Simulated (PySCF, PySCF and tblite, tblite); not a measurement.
**C5H5FO: telling isomers apart by computed NMR, part 1 of 2**

Can the signals of one isomer of C5H5FO be assigned among several candidates?

Computed with tblite 0.8.0 (tight binding) and PySCF 2.14.0 (DFT, with response routines of our own); each step states its level. Atoms count from 0 throughout.

### 1 The starting structure

12 atoms, charge 0, multiplicity 1; geometry from: MMFF94s geometry. This is the first candidate.

Bonds of the start (Å): C0–C1 1.33, C0–H7 1.09, C0–H8 1.09, C1–C2 1.46, C1–H9 1.07, C2–C3 1.34, C2–H10 1.08, C3–C5 1.48, C3–F4 1.33, C5–H11 1.10, C5–O6 1.23.

### 2 GFN2-xTB relaxation, isomer A, conformer 1

Job settings and geometry (Å):

```
{"job": {"xc": "GFN2-xTB", "basis": "xTB", "kind": "relax"}, "charge": 0, "multiplicity": 1}
C     -2.368900    -0.160700     0.726700
C     -1.326900    -0.089300    -0.102000
C      0.047600     0.001300     0.386700
C      1.099000     0.076900    -0.436900
F      0.978100     0.045100    -1.764700
C      2.482300     0.169600     0.067000
O      2.787300     0.206700     1.253500
H     -2.269100    -0.134600     1.812600
H     -3.378600    -0.234700     0.326700
H     -1.489000    -0.117700    -1.164300
H      0.191600     0.025400     1.458900
H      3.247700     0.211300    -0.721900
```

On the command line:

```sh
OMP_NUM_THREADS=1 python ens_run.py task.json out
```

This one command runs the whole study; its stages follow in the order run.

Output:

```text
step      E/eV     max force
  0    -597.84144    1.534
  1    -597.87747    1.667
  2    -597.89631    0.339
  3    -597.90017    0.181
  4    -597.90223    0.096
  5    -597.90331    0.103
  6    -597.90395    0.077
  7    -597.90476    0.062
  8    -597.90523    0.043
  9    -597.90541    0.039
 10    -597.90541    0.039
 11    -597.90547    0.026
 12    -597.90553    0.026
 13    -597.90556    0.016
 14    -597.90558    0.018
 15    -597.90561    0.020
 16    -597.90565    0.024
 17    -597.90568    0.019
 18    -597.90571    0.011
 19    -597.90572    0.007
 20    -597.90572    0.007
 21    -597.90573    0.005
 22    -597.90573    0.004
 23    -597.90573    0.002
```

It took 0.2 s on 1 thread of Intel Xeon Platinum 8259CL at 2.50GHz, shared host.

Relaxing gained 0.064 eV and moved the atoms by 0.02 Å on average (rms).

### 3 Shieldings, isomer A, conformer 1: PBE0/pcSseg-1

Job settings and geometry (Å):

```
{"job": {"xc": "PBE0", "basis": "pcSseg-1", "kind": "nmr", "pop": true}, "charge": 0, "multiplicity": 1}
C     -2.381135    -0.158559     0.724034
C     -1.332768    -0.095128    -0.096737
C      0.018745     0.004117     0.375660
C      1.110277     0.071282    -0.409780
F      0.998740     0.048755    -1.756838
C      2.482069     0.170638     0.077820
O      2.793278     0.206047     1.242386
H     -2.259506    -0.137829     1.794599
H     -3.388038    -0.232656     0.352065
H     -1.468934    -0.116955    -1.169529
H      0.196534     0.028172     1.441644
H      3.231934     0.211430    -0.732982
```

Output:

```text
coarse grid: 10704 points
cycle   1  E = -367.9033173821  dE =  1.105e+00  |g| = 8.639e-01  |ddm| = 3.209e+00
cycle   2  E = -367.3939574597  dE =  5.094e-01  |g| = 1.822e+00  |ddm| = 3.122e+00
cycle   3  E = -368.0438690990  dE = -6.499e-01  |g| = 1.597e-01  |ddm| = 2.478e+00
cycle   4  E = -368.0477172530  dE = -3.848e-03  |g| = 9.058e-02  |ddm| = 2.156e-01
cycle   5  E = -368.0490217872  dE = -1.305e-03  |g| = 2.177e-02  |ddm| = 8.696e-02
cycle   6  E = -368.0491271725  dE = -1.054e-04  |g| = 7.760e-03  |ddm| = 2.381e-02
cycle   7  E = -368.0491392622  dE = -1.209e-05  |g| = 2.804e-03  |ddm| = 8.768e-03
cycle   8  E = -368.0491410002  dE = -1.738e-06  |g| = 6.611e-04  |ddm| = 3.080e-03
final grid: 105712 points
cycle   9  E = -368.1072365568  dE = -1.385e-05  |g| = 1.223e-02  |ddm| = 3.460e-02
cycle  10  E = -368.1071521609  dE =  8.440e-05  |g| = 2.426e-02  |ddm| = 3.250e-02
cycle  11  E = -368.1072665740  dE = -1.144e-04  |g| = 1.991e-03  |ddm| = 2.343e-02
cycle  12  E = -368.1072674026  dE = -8.285e-07  |g| = 4.148e-04  |ddm| = 1.968e-03
cycle  13  E = -368.1072674304  dE = -2.782e-08  |g| = 1.795e-04  |ddm| = 5.483e-04
cycle  14  E = -368.1072674369  dE = -6.549e-09  |g| = 5.393e-05  |ddm| = 1.837e-04
cycle  15  E = -368.1072674376  dE = -6.075e-10  |g| = 1.324e-05  |ddm| = 4.404e-05
converged SCF energy = -368.1072674376

GIAO shielding tensors (ppm)
atom      isotropic    diamagn.    paramagn.     s11        s22        s33       span
  0 C       50.166     253.689    -203.524    -61.621     51.308    160.810    222.431
  1 C       50.372     253.967    -203.595    -67.795     45.104    173.809    241.604
  2 C       61.779     259.441    -197.662    -29.947     59.433    155.850    185.797
  3 C       24.428     252.306    -227.879    -52.890     51.476     74.696    127.586
  4 F      309.817     476.554    -166.736    208.567    322.174    398.711    190.144
  5 C       -4.102     245.057    -249.158    -89.123    -13.059     89.877    178.999
  6 O     -337.494     401.811    -739.306   -992.048   -414.420    393.985   1386.034
  7 H       25.592      30.897      -5.306     22.356     25.154     29.265      6.909
  8 H       25.655      28.672      -3.017     23.071     24.910     28.985      5.913
  9 H       24.574      31.604      -7.030     22.307     22.516     28.899      6.592
 10 H       24.971      33.928      -8.958     22.994     23.775     28.143      5.149
 11 H       21.946      25.841      -3.895     20.603     21.442     23.794      3.191
```

Wall time 27 s (1 thread of Intel Xeon Platinum 8259CL at 2.50GHz, shared host).

In short: HOMO -7.27 eV, LUMO -2.55 eV; dipole 2.31 D.

Orbitals, density, ELF and potential are computed afterwards from the orbital file.

Frontier orbitals at PBE0/pcSseg-1, with the share of their density that lies nearest to each atom:

| orbital | energy (eV) | lies on |
| --- | --- | --- |
| HOMO | -7.27 | C0, C3 about 23 % each; C2 14 %; C1 11 % |
| LUMO | -2.55 | C0, C2, C5 about 17 % each; O6 18 %; C3 12 % |

ELF in a plane through or near 12 of the atoms.

Values, 10 rows by 14 columns:
```
0.00 0.00 0.00 0.00 0.00 0.00 0.00 0.00 0.00 0.00 0.00 0.00 0.00 0.00
0.00 0.00 0.00 0.00 0.00 0.01 0.01 0.00 0.00 0.00 0.00 0.00 0.00 0.00
0.00 0.00 0.00 0.00 0.14 0.57 0.55 0.00 0.82 0.27 0.00 0.00 0.00 0.00
0.00 0.00 0.12 0.47 0.12 0.78 0.80 0.09 1.00 0.77 0.02 0.26 0.00 0.00
0.00 0.00 0.97 1.00 0.43 0.39 0.46 0.50 0.14 0.58 0.89 1.00 0.34 0.00
0.00 0.00 0.21 0.79 0.93 0.83 0.79 0.33 0.53 0.36 0.57 0.96 0.20 0.00
0.00 0.00 0.07 0.68 0.60 0.22 0.61 0.99 0.02 0.95 0.96 0.07 0.00 0.00
0.00 0.00 0.24 0.86 0.88 0.72 0.16 0.98 0.01 0.97 0.98 0.06 0.00 0.00
0.00 0.00 0.00 0.06 0.13 0.05 0.00 0.00 0.00 0.00 0.00 0.00 0.00 0.00
0.00 0.00 0.00 0.00 0.00 0.00 0.00 0.00 0.00 0.00 0.00 0.00 0.00 0.00
```
The map spans 12.0 Å across and 8.7 Å up, centred on the molecule. Atoms in the plane (x, y in Å): C0 (2.4, -0.2), C1 (1.3, 0.4), C2 (0.0, -0.2), C3 (-1.2, 0.4), F4 (-1.3, 1.8), C5 (-2.5, -0.3), O6 (-2.6, -1.5), H7 (2.5, -1.3), H8 (3.4, 0.3), H9 (1.3, 1.5), H10 (0.0, -1.3), H11 (-3.3, 0.4).

On the surface of density 0.002 e/bohr³ the electrostatic potential runs, from the 1st to the 99th percentile, from -1.49 V near O6 to 1.13 V near H7.

### 4 Couplings, isomer A, conformer 1: B3LYP/pcJ-1+6-31G*

The job, as its differences from that of step 3:

```diff
@@ -1,2 +1,2 @@
-{"job": {"xc": "PBE0", "basis": "pcSseg-1", "kind": "nmr", "pop": true}, "charge": 0, "multiplicity": 1}
+{"job": {"xc": "B3LYP", "basis": {"default": "6-31G*", "H": "pcJ-1", "F": "pcJ-1"}, "nuclei": ["H", "F", "P", "Si", "B"], "kind": "j"}, "charge": 0, "multiplicity": 1}
 C     -2.381135    -0.158559     0.724034
```

Output:

```text
coarse grid: 10704 points
cycle   1  E = -368.4280057717  dE =  1.080e+00  |g| = 9.239e-01  |ddm| = 3.330e+00
cycle   2  E = -367.7398877169  dE =  6.881e-01  |g| = 2.042e+00  |ddm| = 3.136e+00
cycle   3  E = -368.5894237666  dE = -8.495e-01  |g| = 2.049e-01  |ddm| = 2.518e+00
cycle   4  E = -368.5963434685  dE = -6.920e-03  |g| = 1.105e-01  |ddm| = 2.644e-01
cycle   5  E = -368.5982661602  dE = -1.923e-03  |g| = 3.159e-02  |ddm| = 9.895e-02
cycle   6  E = -368.5984977783  dE = -2.316e-04  |g| = 1.052e-02  |ddm| = 3.668e-02
cycle   7  E = -368.5985215509  dE = -2.377e-05  |g| = 3.786e-03  |ddm| = 1.154e-02
cycle   8  E = -368.5985247951  dE = -3.244e-06  |g| = 8.322e-04  |ddm| = 3.954e-03
final grid: 105712 points
cycle   9  E = -368.5579870232  dE = -5.573e-05  |g| = 7.384e-03  |ddm| = 2.422e-02
cycle  10  E = -368.5579633077  dE =  2.372e-05  |g| = 1.307e-02  |ddm| = 1.685e-02
cycle  11  E = -368.5579983771  dE = -3.507e-05  |g| = 2.230e-03  |ddm| = 1.246e-02
cycle  12  E = -368.5579994066  dE = -1.029e-06  |g| = 4.819e-04  |ddm| = 2.325e-03
cycle  13  E = -368.5579994385  dE = -3.195e-08  |g| = 1.740e-04  |ddm| = 4.846e-04
cycle  14  E = -368.5579994432  dE = -4.666e-09  |g| = 6.967e-05  |ddm| = 1.788e-04
cycle  15  E = -368.5579994443  dE = -1.127e-09  |g| = 1.540e-05  |ddm| = 6.950e-05
cycle  16  E = -368.5579994444  dE = -7.083e-11  |g| = 4.545e-06  |ddm| = 1.969e-05
converged SCF energy = -368.5579994444

Indirect spin-spin couplings (Hz)
  i      j    bonds     total        FC       PSO       DSO        SD
  4 F    7 H    5     -2.814    -1.777     0.331    -1.001    -0.367
  4 F    8 H    5     -3.868    -2.977    -0.049    -0.735    -0.106
  4 F    9 H    4      2.156     2.109    -0.565     1.198    -0.587
  4 F   10 H    3     26.117    32.566    -4.826    -2.218     0.596
  4 F   11 H    3      0.433     0.054     0.441     0.344    -0.406
  7 H    8 H    2     -0.397     0.389     2.868    -3.654         -
  7 H    9 H    3     16.863    18.444     1.687    -3.268         -
  7 H   10 H    4     -0.750    -1.223    -0.984     1.457         -
  7 H   11 H    6     -0.264     0.045     0.593    -0.903         -
  8 H    9 H    3     11.611    12.085     0.177    -0.651         -
  8 H   10 H    4     -1.777    -1.139     1.034    -1.671         -
  9 H   10 H    3     11.530    12.643     1.775    -2.888         -
  9 H   11 H    5     -0.191     0.029     0.802    -1.022         -
```

Run time: 24 s. Hardware: 1 thread of Intel Xeon Platinum 8259CL at 2.50GHz, shared host.

This run: HOMO -6.79 eV, LUMO -2.41 eV; dipole 2.27 D.

### 5 The ensemble, isomer A: properties at PBE0/pcSseg-1

Job settings and geometry (Å):

```
{"job": {"study": "conf", "smiles": "C=C/C=C(\\F)C=O", "search": {"seed": 7650, "n_embed": 90, "ff_keep": 18, "window": 2.5, "nmax": 6, "temps": [250, 298.15, 350], "t_ref": 298.15, "order": 0.0005}, "level": {"nmr": {"xc": "PBE0", "basis": "pcSseg-1"}, "j": {"xc": "B3LYP", "basis": {"default": "6-31G*", "H": "pcJ-1", "F": "pcJ-1"}, "nuclei": ["H", "F", "P", "Si", "B"]}}, "kind": "conf"}, "charge": 0, "multiplicity": 1}
C     -2.381135    -0.158559     0.724034
C     -1.332768    -0.095128    -0.096737
C      0.018745     0.004117     0.375660
C      1.110277     0.071282    -0.409780
F      0.998740     0.048755    -1.756838
C      2.482069     0.170638     0.077820
O      2.793278     0.206047     1.242386
H     -2.259506    -0.137829     1.794599
H     -3.388038    -0.232656     0.352065
H     -1.468934    -0.116955    -1.169529
H      0.196534     0.028172     1.441644
H      3.231934     0.211430    -0.732982
```

Output:

```text
conformer  sym    E(xTB)   E(DFT)   G(298.15 K)  weight  dipole/D
    1     Cs      0.000    0.000    0.000   1.0000    2.313

mean shielding (ppm) by class
class atoms           250 K   298.15 K      350 K
  0 C  0             50.166     50.166     50.166
  1 C  1             50.372     50.372     50.372
  2 C  2             61.779     61.779     61.779
  3 C  3             24.427     24.427     24.427
  4 F  4            309.817    309.817    309.817
  5 C  5             -4.102     -4.102     -4.102
  6 O  6           -337.494   -337.494   -337.494
  7 H  7             25.592     25.592     25.592
  8 H  8             25.655     25.655     25.655
  9 H  9             24.574     24.574     24.574
 10 H  10            24.971     24.971     24.971
 11 H  11            21.946     21.946     21.946
```

It took 52 s on 1 thread of Intel Xeon Platinum 8259CL at 2.50GHz, shared host. This counts the runs that the step sums up.

The search (ETKDG, MMFF94s, GFN2-xTB) embedded 90 structures, kept 2 distinct ones after the force field and 2 after xTB; 1 was carried on (window 2.5 kcal/mol at the search's own energies). Energies: PBE0/pcSseg-1 with D3(BJ).

Conformer by conformer (298 K):

| no. | group | mirror pair | ΔE xTB | ΔE DFT | ΔG | weight (%) | μ (D) | C0–C1–C2–C3 (°) | F4–C3–C5–O6 (°) | A, B, C (GHz) |
| --- | --- | --- | --- | --- | --- | --- | --- | --- | --- | --- |
| 1 | Cs | no | 0.00 | 0.00 | 0.00 | 100.0 | 2.31 | -180 | 180 | 5.02, 1.59, 1.21 |

Energies in kcal/mol. ΔG holds xTB vibrations and rotation, symmetry numbers and mirror pairs.

Shifts against references run at the same level (¹H TMS 31.72, ¹³C TMS 186.9, ¹⁷O H2O 336.1, ¹⁹F CFCl3 170.9 ppm of shielding), by class of atoms, at 298 K:

| atoms | environment | average |
| --- | --- | --- |
| C5 | aldehyde carbonyl carbon | 191.0 |
| C3 | α carbon of a C=C–C=O unit | 162.5 |
| C0 | terminal =CH2 carbon | 136.8 |
| C1 | alkene CH | 136.6 |
| C2 | β carbon of a C=C–C=O unit | 125.1 |
| H11 | hydrogen on an aldehyde carbonyl carbon | 9.77 |
| H9 | hydrogen on an alkene CH | 7.14 |
| H10 | hydrogen on a β carbon of a C=C–C=O unit | 6.75 |
| H7 | hydrogen on a terminal =CH2 carbon | 6.12 |
| H8 | hydrogen on a terminal =CH2 carbon | 6.06 |
| F4 | vinylic fluorine | -138.9 |
| O6 | aldehyde oxygen | 673.6 |

Couplings (Hz, B3LYP/pcJ-1+6-31G*; one pair named for each class), from conformers that hold 100 % of the weight:

| pair | bonds | average |
| --- | --- | --- |
| F4–H10 | 3 | 26.1 |
| H7–H9 | 3 | 16.9 |
| H8–H9 | 3 | 11.6 |
| H9–H10 | 3 | 11.5 |
| F4–H9 | 4 | 2.2 |
| H8–H10 | 4 | -1.8 |
| H7–H10 | 4 | -0.8 |

Effective distances for nuclear Overhauser effects, ⟨r⁻⁶⟩^(−1/6) over all pairs of two classes (Å): H7···H8 1.83; H8···H9 2.45; H7···H10 2.49; H7···H9 3.07; H9···H10 3.10; H10···H11 3.74; H8···H10 3.76.

### 6 GFN2-xTB relaxation, isomer B, conformer 1

Job settings and geometry (Å):

```
{"job": {"xc": "GFN2-xTB", "basis": "xTB", "kind": "relax"}, "charge": 0, "multiplicity": 1}
C     -2.214900    -0.745300     0.040900
C     -0.908500    -0.559800     0.167200
C     -0.195600     0.563800    -0.383000
C      1.103400     0.849000    -0.320500
F      1.563400     1.960900    -0.905400
C      2.172000     0.067800     0.356900
O      2.019500    -0.976600     0.967900
H     -2.700200    -1.604900     0.487300
H     -2.849500    -0.049300    -0.499900
H     -0.340800    -1.307500     0.740200
H     -0.819900     1.278700    -0.937600
H      3.172300     0.522400     0.266300
```

Output:

```text
step      E/eV     max force
  0    -597.83291    1.693
  1    -597.86680    1.250
  2    -597.88503    0.362
  3    -597.88839    0.228
  4    -597.89167    0.197
  5    -597.89634    0.175
  6    -597.89747    0.108
  7    -597.89938    0.111
  8    -597.90048    0.088
  9    -597.90099    0.078
 10    -597.90133    0.052
 11    -597.90158    0.042
 12    -597.90173    0.046
 13    -597.90182    0.038
 14    -597.90182    0.038
 15    -597.90186    0.033
 16    -597.90196    0.026
 17    -597.90200    0.028
 18    -597.90209    0.040
 19    -597.90222    0.044
 20    -597.90227    0.025
 21    -597.90232    0.028
 22    -597.90236    0.026
 23    -597.90241    0.030
 24    -597.90244    0.017
 25    -597.90246    0.018
 26    -597.90249    0.018
 27    -597.90252    0.019
 28    -597.90254    0.009
 29    -597.90255    0.008
 30    -597.90256    0.011
 31    -597.90257    0.014
 32    -597.90258    0.010
 33    -597.90259    0.008
 34    -597.90260    0.008
 35    -597.90260    0.011
 36    -597.90261    0.006
 37    -597.90261    0.003
```

Run time: 0.24 s. Hardware: 1 thread of Intel Xeon Platinum 8259CL at 2.50GHz, shared host.

The energy fell by 0.070 eV, and the atoms moved 0.04 Å (root mean square).

### 7 Shieldings, isomer B, conformer 1: PBE0/pcSseg-1

Job settings and geometry (Å):

```
{"job": {"xc": "PBE0", "basis": "pcSseg-1", "kind": "nmr", "pop": false}, "charge": 0, "multiplicity": 1}
C     -2.200814    -0.748490     0.048929
C     -0.887019    -0.559124     0.176744
C     -0.223226     0.577051    -0.395928
C      1.097794     0.825367    -0.303943
F      1.577261     1.944552    -0.900161
C      2.139826     0.051374     0.362665
O      1.983903    -0.981800     0.965302
H     -2.693344    -1.602068     0.480261
H     -2.823876    -0.054025    -0.491800
H     -0.273469    -1.261529     0.720526
H     -0.832000     1.287494    -0.943125
H      3.136161     0.520513     0.260883
```

Output:

```text
coarse grid: 10704 points
cycle   1  E = -367.9000518968  dE =  1.106e+00  |g| = 8.652e-01  |ddm| = 3.218e+00
cycle   2  E = -367.3934073433  dE =  5.066e-01  |g| = 1.818e+00  |ddm| = 2.604e+00
cycle   3  E = -368.0405463191  dE = -6.471e-01  |g| = 1.623e-01  |ddm| = 2.053e+00
cycle   4  E = -368.0445837200  dE = -4.037e-03  |g| = 8.768e-02  |ddm| = 1.969e-01
cycle   5  E = -368.0457499889  dE = -1.166e-03  |g| = 2.157e-02  |ddm| = 7.509e-02
cycle   6  E = -368.0458529673  dE = -1.030e-04  |g| = 7.970e-03  |ddm| = 2.396e-02
cycle   7  E = -368.0458660284  dE = -1.306e-05  |g| = 2.816e-03  |ddm| = 8.174e-03
cycle   8  E = -368.0458678383  dE = -1.810e-06  |g| = 6.445e-04  |ddm| = 2.871e-03
final grid: 105712 points
cycle   9  E = -368.1044008473  dE = -1.773e-05  |g| = 1.117e-02  |ddm| = 3.206e-02
cycle  10  E = -368.1043337754  dE =  6.707e-05  |g| = 2.177e-02  |ddm| = 2.508e-02
cycle  11  E = -368.1044259699  dE = -9.219e-05  |g| = 1.962e-03  |ddm| = 1.806e-02
cycle  12  E = -368.1044267763  dE = -8.064e-07  |g| = 4.071e-04  |ddm| = 1.882e-03
cycle  13  E = -368.1044268014  dE = -2.515e-08  |g| = 1.722e-04  |ddm| = 4.936e-04
cycle  14  E = -368.1044268070  dE = -5.540e-09  |g| = 5.533e-05  |ddm| = 1.623e-04
cycle  15  E = -368.1044268076  dE = -6.775e-10  |g| = 1.351e-05  |ddm| = 4.851e-05
converged SCF energy = -368.1044268076

GIAO shielding tensors (ppm)
atom      isotropic    diamagn.    paramagn.     s11        s22        s33       span
  0 C       48.897     253.900    -205.002    -64.445     51.946    159.191    223.635
  1 C       47.967     255.580    -207.614    -68.189     35.343    176.746    244.934
  2 C       54.669     257.417    -202.749    -23.738     48.377    139.366    163.104
  3 C       25.364     256.208    -230.844    -57.506     51.616     81.982    139.488
  4 F      304.276     475.272    -170.996    238.723    332.836    341.268    102.545
  5 C       -6.162     245.280    -251.442    -89.204    -14.786     85.504    174.708
  6 O     -352.569     404.172    -756.741  -1033.739   -408.259    384.290   1418.029
  7 H       25.709      29.367      -3.658     23.161     25.037     28.930      5.769
  8 H       25.742      30.749      -5.007     22.194     25.721     29.312      7.118
  9 H       23.400      32.504      -9.104     19.476     22.597     28.128      8.652
 10 H       25.192      32.223      -7.031     23.047     23.374     29.155      6.108
 11 H       21.794      25.733      -3.939     20.044     21.740     23.600      3.556
```

Run time: 18 s. Hardware: 1 thread of Intel Xeon Platinum 8259CL at 2.50GHz, shared host.

This run: HOMO -7.23 eV, LUMO -2.58 eV; dipole 1.93 D.

### 8 Couplings, isomer B, conformer 1: B3LYP/pcJ-1+6-31G*

The job, as its differences from that of step 7:

```diff
@@ -1,2 +1,2 @@
-{"job": {"xc": "PBE0", "basis": "pcSseg-1", "kind": "nmr", "pop": false}, "charge": 0, "multiplicity": 1}
+{"job": {"xc": "B3LYP", "basis": {"default": "6-31G*", "H": "pcJ-1", "F": "pcJ-1"}, "nuclei": ["H", "F", "P", "Si", "B"], "kind": "j"}, "charge": 0, "multiplicity": 1}
 C     -2.200814    -0.748490     0.048929
```

Output:

```text
coarse grid: 10704 points
cycle   1  E = -368.4262401680  dE =  1.080e+00  |g| = 9.223e-01  |ddm| = 3.327e+00
cycle   2  E = -367.7461792484  dE =  6.801e-01  |g| = 2.032e+00  |ddm| = 2.715e+00
cycle   3  E = -368.5863569232  dE = -8.402e-01  |g| = 2.077e-01  |ddm| = 2.170e+00
cycle   4  E = -368.5935639376  dE = -7.207e-03  |g| = 1.061e-01  |ddm| = 2.454e-01
cycle   5  E = -368.5952421296  dE = -1.678e-03  |g| = 3.085e-02  |ddm| = 8.705e-02
cycle   6  E = -368.5954609932  dE = -2.189e-04  |g| = 1.072e-02  |ddm| = 3.677e-02
cycle   7  E = -368.5954863463  dE = -2.535e-05  |g| = 3.789e-03  |ddm| = 1.160e-02
cycle   8  E = -368.5954897211  dE = -3.375e-06  |g| = 7.882e-04  |ddm| = 3.836e-03
final grid: 105712 points
cycle   9  E = -368.5557499929  dE = -5.666e-05  |g| = 6.660e-03  |ddm| = 2.214e-02
cycle  10  E = -368.5557354878  dE =  1.451e-05  |g| = 1.081e-02  |ddm| = 1.357e-02
cycle  11  E = -368.5557593252  dE = -2.384e-05  |g| = 2.082e-03  |ddm| = 9.514e-03
cycle  12  E = -368.5557602342  dE = -9.090e-07  |g| = 4.802e-04  |ddm| = 2.156e-03
cycle  13  E = -368.5557602692  dE = -3.498e-08  |g| = 1.718e-04  |ddm| = 4.695e-04
cycle  14  E = -368.5557602738  dE = -4.555e-09  |g| = 5.995e-05  |ddm| = 1.486e-04
cycle  15  E = -368.5557602745  dE = -7.816e-10  |g| = 1.571e-05  |ddm| = 6.021e-05
converged SCF energy = -368.5557602745

Indirect spin-spin couplings (Hz)
  i      j    bonds     total        FC       PSO       DSO        SD
  4 F    7 H    5     -0.863    -1.217     1.515    -1.030    -0.131
  4 F    8 H    5     -2.106    -2.878     1.249    -0.570     0.093
  4 F    9 H    4     -1.509     0.091    -0.078    -1.265    -0.257
  4 F   10 H    3     13.738    18.230    -3.540     0.086    -1.038
  4 F   11 H    3      1.874     1.352     0.474     0.431    -0.383
  7 H    8 H    2     -0.227     0.548     2.848    -3.624         -
  7 H    9 H    3     11.780    12.181     0.173    -0.574         -
  7 H   10 H    4     -1.801    -1.147     1.038    -1.692         -
  7 H   11 H    6     -0.279     0.085     0.687    -1.050         -
  8 H    9 H    3     16.980    18.501     1.682    -3.203         -
  8 H   10 H    4     -0.775    -1.253    -1.038     1.515         -
  8 H   11 H    6     -0.275     0.090     0.698    -1.063         -
  9 H   10 H    3     11.809    12.920     1.737    -2.847         -
  9 H   11 H    5     -0.789    -0.265     0.851    -1.376         -
 10 H   11 H    4      3.566     4.090     1.297    -1.820         -
```

Wall time 23 s (1 thread of Intel Xeon Platinum 8259CL at 2.50GHz, shared host).

In short: HOMO -6.75 eV, LUMO -2.45 eV; dipole 1.88 D.

(Continued in part 2 of 2.)
